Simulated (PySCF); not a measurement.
# Changing the system itself: LiBr

How does LiBr answer to another spin, charge, distance or environment?

Method: each script names its method and basis; program: PySCF 2.14.0.

3 further runs of the same task are left out: 3 that didn't finish.

## 1. Where the work starts

LiBr: 2 atoms, charge 0, spin multiplicity 1.

Bond lengths: Li1–Br2 2.344 Å.

## 2. The run that the others are compared with

Input file input.py:

```python
from pyscf import gto, scf, mcscf

mol = gto.M(
    atom='Li 0 0 0; Br 0 0 2.344',
    basis='jorge-dzp',
    charge=0,
    spin=0,
    verbose=4,
)
mf = scf.ROHF(mol)
mf.kernel()
mc = mcscf.CASSCF(mf, 8, 6)
mc.kernel()
mc.analyze()
mf.dip_moment()
print('orbital energies (hartree):', mf.mo_energy[..., max(0, mol.nelec[1]-3):mol.nelec[0]+3].round(4))
```

Launch:

```sh
OMP_NUM_THREADS=1 python input.py
```

The log of this run is left out.

In short: E(SCF) = -2579.865185 Eh, 9 cycles, E(CAS) − E(SCF) = -0.03006 Eh, μ = 8.27 D (of the SCF density).

The bond length is a typed value, not an optimised one.

## 3. Charge +1 (doublet)

Edit 1 changes charge: 0 → 1; spin (2S): 0 → 1; active space: 6 electrons in 8 orbitals → 1 electrons in 2 orbitals.

Input file input.py:

```python
from pyscf import gto, scf, mcscf

mol = gto.M(
    atom='Li 0 0 0; Br 0 0 2.344',
    basis='jorge-dzp',
    charge=1,
    spin=1,
    verbose=4,
)
mf = scf.ROHF(mol)
mf.kernel()
mc = mcscf.CASSCF(mf, 2, 1)
mc.kernel()
mc.analyze()
mf.dip_moment()
print('orbital energies (hartree):', mf.mo_energy[..., max(0, mol.nelec[1]-3):mol.nelec[0]+3].round(4))
```

Launch:

```sh
OMP_NUM_THREADS=1 python input.py
```

## 4. Electric field 0.001 a.u.

Edit 2 changes electric field: none → 0.001 a.u.

Edit input.py of step 2 so:

```diff
@@ -10,2 +10,7 @@
 mf = scf.ROHF(mol)
+field = 0.001  # electric field along z, atomic units
+h = mf.get_hcore() + field*mol.intor('int1e_r')[2]
+mf.get_hcore = lambda *args: h
+e_nuc = mol.energy_nuc() - field*mol.atom_charges() @ mol.atom_coords()[:, 2]
+mf.energy_nuc = lambda *args: e_nuc
 mf.kernel()
```

## 5. PCM, ε = 32.6

Edit 3 changes solvent: none (gas phase) → PCM, ε = 32.6; step after the SCF: casscf → analyze.

Input file input.py:

```python
from pyscf import gto, scf, solvent

mol = gto.M(
    atom='Li 0 0 0; Br 0 0 2.344',
    basis='jorge-dzp',
    charge=0,
    spin=0,
    verbose=4,
)
mf = scf.ROHF(mol)
mf = solvent.PCM(mf)
mf.with_solvent.eps = 32.6
mf.kernel()
mf.analyze()
print('orbital energies (hartree):', mf.mo_energy[..., max(0, mol.nelec[1]-3):mol.nelec[0]+3].round(4))
```

## 6. Lengths in bohr

Edit 4 changes length unit: angstrom → bohr; bond length: 2.344 Å → 2.344 bohr.

Edit input.py of step 2 so:

```diff
@@ -7,2 +7,3 @@
     spin=0,
+    unit='bohr',
     verbose=4,
```

## 7. Bond 4.688 Å

Edit 5 changes bond length: 2.344 Å → 4.688 Å.

Edit input.py of step 2 so:

```diff
@@ -3,3 +3,3 @@
 mol = gto.M(
-    atom='Li 0 0 0; Br 0 0 2.344',
+    atom='Li 0 0 0; Br 0 0 4.688',
     basis='jorge-dzp',
```

What does the calculation give? Wanted: for each run, E(SCF); from base; SCF dipole; after the SCF.

The runs gave:

```
                          run  E(SCF) (hartree)  from base (eV)  cycles  SCF dipole (D)                 after the SCF
                         base      -2579.865185               0       9            8.27  CASSCF correlation -0.818 eV
          charge +1 (doublet)      -2579.559983         +8.3050       8             n/a                           n/a
    electric field 0.001 a.u.      -2579.861944         +0.0882       9            8.20  CASSCF correlation -0.822 eV
                PCM, ε = 32.6      -2579.899479         -0.9332       9            9.36                           n/a
lengths in bohr (poor choice)      -2579.284240  not comparable      10            5.10  CASSCF correlation -0.915 eV
                 bond 4.688 Å      -2579.747001         +3.2159      11           19.50  CASSCF correlation -0.899 eV
```

In words: Of the runs whose energies can be compared, “bond 4.688 Å” moves the SCF energy most (+3.216 eV). At the SCF level, going to the doublet with one electron fewer costs 8.30 eV at fixed geometry. A continuum solvent with ε = 32.6 lowers the energy by 0.933 eV. Rows marked «poor choice» come from settings spoiled on purpose.
